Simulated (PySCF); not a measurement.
# RuF₃⁺: quintet, from a T-shaped start

The task is one start of a wider search on RuF₃⁺: the quintet, from a T-shaped start. It is relaxed, tested by its Hessian and followed downhill if it is a saddle.

The runs use PySCF 2.14.0; B3LYP, basis Ru def2-SVP with ECP28, F def2-SVP, scalar-relativistic core potentials, no spin–orbit coupling, density fitting.

## Step 1: Starting geometry

4 atoms, charge 1, spin multiplicity 5.

Bond lengths: Ru1–F2 1.852 Å, Ru1–F3 1.852 Å, Ru1–F4 1.852 Å. Angles: F2–Ru1–F3 88.0°, F2–Ru1–F4 88.0°, F3–Ru1–F4 176.0°.

Z-matrix (Å, degrees; charge 1 multiplicity 5):
```
Ru
F  1 1.8522
F  1 1.8522 2 88.00
F  1 1.8522 2 88.00 3 180.00
```

## Step 2: Relaxing the quintet from the T-shaped start

The steps below are one call of a driver around PySCF. For each, scf.py gives the equivalent set-up of the SCF; relaxations use the driver's own optimiser. Before each start the driver seeks the lowest SCF state from one or more starting densities and follows internal instabilities, so scf.py alone need not reach the same state.

The program finds C2v symmetry in the start, which this walk keeps. Threshold on the gradient: 0.0003 Eh/bohr, with a further test on the energy change.

scf.py reads:

```python
from pyscf import gto, scf, dft
mol = gto.M(atom='''
Ru     0.000000     0.000000    -0.236901
F      0.000000     0.000000     1.615299
F      1.851100    -0.000000    -0.172301
F     -1.851100     0.000000    -0.172301''',
    basis={'Ru': 'def2-SVP', 'F': 'def2-SVP'},
    ecp={'Ru': 'def2-SVP'},
    charge=1, spin=4)
mf = dft.UKS(mol, xc='B3LYP')
mf.grids.atom_grid = (50, 194)
aux = {'Ru': 'def2-universal-JKFIT', 'F': 'def2-universal-JKFIT'}
mf = mf.density_fit(auxbasis=aux)
mf.kernel()
```

The optimiser's trace:

| step | energy (Eh) | change (kJ/mol) | largest symmetric gradient (Eh/bohr) |
| --- | --- | --- | --- |
| 0 | -393.805725 | 0.00 | 0.06069 |
| 1 | -393.815504 | -25.67 | 0.01601 |
| 2 | -393.819360 | -35.80 | 0.01092 |
| 3 | -393.820586 | -39.02 | 0.00318 |
| 4 | -393.820619 | -39.10 | 0.00075 |
| 5 | -393.820622 | -39.11 | 0.00015 |

The walk needed 7.7 s of wall time on 4 threads, shared host.

Geometry (Å) and forces (eV/Å) at some steps:

```
step 0
Ru   0.000   0.000  -0.237   0.000   0.000   3.121
F    0.000   0.000   1.615   0.000   0.000  -1.643
F    1.851   0.000  -0.172  -1.140   0.000  -0.739
F   -1.851   0.000  -0.172   1.140   0.000  -0.739
step 1
Ru   0.000   0.000  -0.152   0.000   0.000   0.824
F    0.000   0.000   1.631   0.000   0.000   0.175
F    1.811   0.000  -0.223   0.058   0.000  -0.499
F   -1.811   0.000  -0.223  -0.058   0.000  -0.499
step 3
Ru   0.000   0.000  -0.018   0.000   0.000   0.041
F    0.000   0.000   1.770   0.000   0.000  -0.080
F    1.787   0.000  -0.359  -0.163   0.000   0.020
F   -1.787   0.000  -0.359   0.164   0.000   0.020
step 5
Ru   0.000   0.000  -0.015   0.000   0.000  -0.008
F    0.000   0.000   1.771   0.000   0.000   0.005
F    1.781   0.000  -0.361  -0.001   0.000   0.001
F   -1.781   0.000  -0.361   0.002   0.000   0.001
```

After 5 steps and 39.1 kJ/mol it ends at C2v: Ru–F 1.786 Å, Ru–F 1.815 Å (×2); F–Ru–F 101.0° (×2), F–Ru–F 158.1°.

## Step 3: Vibrations and properties at this point

The point is checked on the finer grid, and tightened if its gradient asks for it. The Hessian and the dipole derivatives come from central differences of analytic gradients, with steps of 0.01 bohr.

Edit scf.py of step 2 so:

```diff
@@ -3,4 +3,4 @@
-Ru     0.000000     0.000000    -0.236901
-F      0.000000     0.000000     1.615299
-F      1.851100    -0.000000    -0.172301
-F     -1.851100     0.000000    -0.172301''',
+Ru    -0.000000     0.000000    -0.130970
+F      0.000000    -0.000000     1.655188
+F      1.781292    -0.000000    -0.476415
+F     -1.781292     0.000000    -0.476415''',
@@ -11 +11 @@
-mf.grids.atom_grid = (50, 194)
+mf.grids.atom_grid = (75, 302)
```

The driver hands on the density of the step before, so the log starts near convergence.

Log of the central SCF (cycles and frontier levels):

```text
init E= -393.820290346055
[... the frontier-level lines of each cycle are left out ...]
cycle= 1 E= -393.820290320582  delta_E= 2.55e-08  |g|= 0.000269  |ddm|= 0.000225
cycle= 2 E= -393.820290029083  delta_E= 2.91e-07  |g|= 0.000909  |ddm|= 0.000755
cycle= 3 E= -393.820290348006  delta_E= -3.19e-07  |g|= 3.78e-05  |ddm|= 0.000584
cycle= 4 E= -393.820290348554  delta_E= -5.48e-10  |g|= 1.45e-06  |ddm|= 2.46e-05
cycle= 5 E= -393.820290348553  delta_E= 1.14e-12  |g|= 2.76e-07  |ddm|= 1.06e-06
Extra cycle  E= -393.820290348553  delta_E= -3.41e-13  |g|= 6.64e-07  |ddm|= 8.8e-07
converged SCF energy = -393.820290348553  <S^2> = 6.0101178  2S+1 = 5.0040455
```

The whole step took 24 s.

Geometry: C2v; Ru–F 1.786 Å, Ru–F 1.814 Å (×2); F–Ru–F 101.0° (×2), F–Ru–F 158.0°.

Modes, for the most abundant isotopes:

```
symmetry  ω (cm⁻¹)  IR (km/mol)
      b1       122         26.9
      a1       179         13.1
      b2       183          1.0
      a1       704          8.1
      a1       746         34.0
      b2       770          122
```

All wavenumbers are real: a minimum.

Constants and moments:

```
Dipole moment about the centre of mass                          : 1.59 D
Highest occupied level                                          : -16.52 eV
Lowest empty level                                              : -13.56 eV
Rotational constants                                            : 0.2701, 0.1398, 0.09213 cm⁻¹
Zero-point energy                                               : 16.2 kJ/mol
Principal polarisabilities                                      : 14.6, 27.0, 39.4 bohr³
Principal traceless quadrupole moments about the centre of mass : -5.59, 1.79, 3.80 D Å
Entropy at 298.15 K and 1 bar (electronic part: spin only)      : 322.5 J/(mol K)
Heat capacity Cp at 298.15 K                                    : 66.4 J/(mol K)
Enthalpy at 298.15 K above 0 K                                  : 15.61 kJ/mol
Rotational symmetry number                                      : 2
Spin squared ⟨S²⟩                                               : 6.010
```

Charges (e) and bond orders:

```csv
atom,Mulliken,Löwdin,polar tensor,spin (Mulliken),Mayer order to Ru1
Ru1,1.55,0.92,2.10,3.10,–
F2,-0.14,0.07,-0.28,0.32,1.27
"F3,4",-0.20,0.00,-0.41,0.29,1.16
```

Outer orbital energies (eV). α occupied: -19.88, -19.81, -19.59, -19.13, -18.23, -18.22, -17.25, -16.52; empty: -12.32, -7.21, -6.22, -4.23. β occupied: -21.01, -20.88, -19.76, -19.75, -19.21, -18.68, -18.61, -18.44; empty: -13.56, -13.51, -12.86, -12.22.

Mulliken populations on Ru1 (outside its core potential): s 2.24, p 6.34, d 5.85, f 0.03.

## Step 4: Results

| quantity | value |
| --- | --- |
| minimum | quintet, C2v |
| geometry | Ru–F 1.786 Å, Ru–F 1.814 Å (×2); F–Ru–F 101.0° (×2), F–Ru–F 158.0° |
| wavenumbers (cm⁻¹) | 122 (b1), 179 (a1), 183 (b2), 704 (a1), 746 (a1), 770 (b2) |
| dipole moment (centre of mass) | 1.59 D |
| highest occupied, lowest empty level (either spin) | -16.52, -13.56 eV |
| polar-tensor charge of Ru1 | +2.10 e |
| zero-point energy | 16.2 kJ/mol |
| entropy at 298.15 K | 322.5 J/(mol K) |
| ⟨S²⟩ | 6.010 |

In words: The molecule stays C2v, as typed, and the end point is a minimum. In the infrared the band at 770 cm⁻¹ (b2, stretch) leads. Most of the spin sits on Ru1 (Mulliken spin 3.10, against 4 for the whole molecule). Other starts or spin states, not run here, may lie lower. Open d and f shells are described by one determinant, and the ground state may have another occupation or spin.

The search up to here took 38 s.
